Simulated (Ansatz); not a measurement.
**WHO+ (quintet): from Hartree-Fock to the top rungs, def2-QZVPP**

The task here is to estimate one member of a computed series from the others.

The runs use Ansatz 0.2.0, Gaussian basis; def2-QZVPP, core rule «outside noble gas», up to 5 orbitals frozen.

Plan: UHF; ROHF; CCSD(T) on UHF.

## The system

The geometry is a PBE0/def2-TZVP stationary point (not a proven minimum) of the parent state, kept for this charge and spin. No spin-orbit coupling is included. Elements past krypton take def2 core potentials.

3 atoms, charge 1, spin multiplicity 5.

Atoms are counted from 1 here; the program's logs count them from 0.

Bond lengths: W1–O2 1.921 Å, O2–H3 0.962 Å. Angles: W1–O2–H3 119.2°.

The first run:

The input, in.yaml:

```yaml
crystal:
  periodic: [false, false, false]
  atoms:
    - {symbol: W, position_ang: [0.000000, 0.005553, 0.165001]}
    - {symbol: O, position_ang: [0.000000, -0.108057, -1.752846]}
    - {symbol: H, position_ang: [0.000000, 0.702391, -2.271247]}
basis:
  gaussian: {orbitals: "def2-QZVPP.json"}
total_charge: 1
magnetization: {spin_polarized: true, initial_magnetization: 4}
hamiltonian: {xc: hf}
output: {orbitals: {seedname: orbitals}}
```

The run is started by

```sh
> ansatz run in.yaml --threads 1 --pin off --events-out ev --progress --plain --max-ram 2816MiB --backend cpu
```

Among the steps run: UHF; ROHF; CCSD(T) on UHF.

One table of the session follows, with a row left open; its other results are not shown here.

| method | from UCCSD(T) (kcal/mol) |
| --- | --- |
| ROHF | +242.00 |
| UHF | +236.99 |
| UMP2 | +12.00 |
| UCCSD | ? |
| UCCSD(T) | 0 |

Q: Estimate the row for UCCSD from the others.

As computed: from UCCSD(T) (kcal/mol): +11.38. In the column «from UCCSD(T) (kcal/mol)» it lies between UCCSD(T) (0) and UMP2 (+12.00).
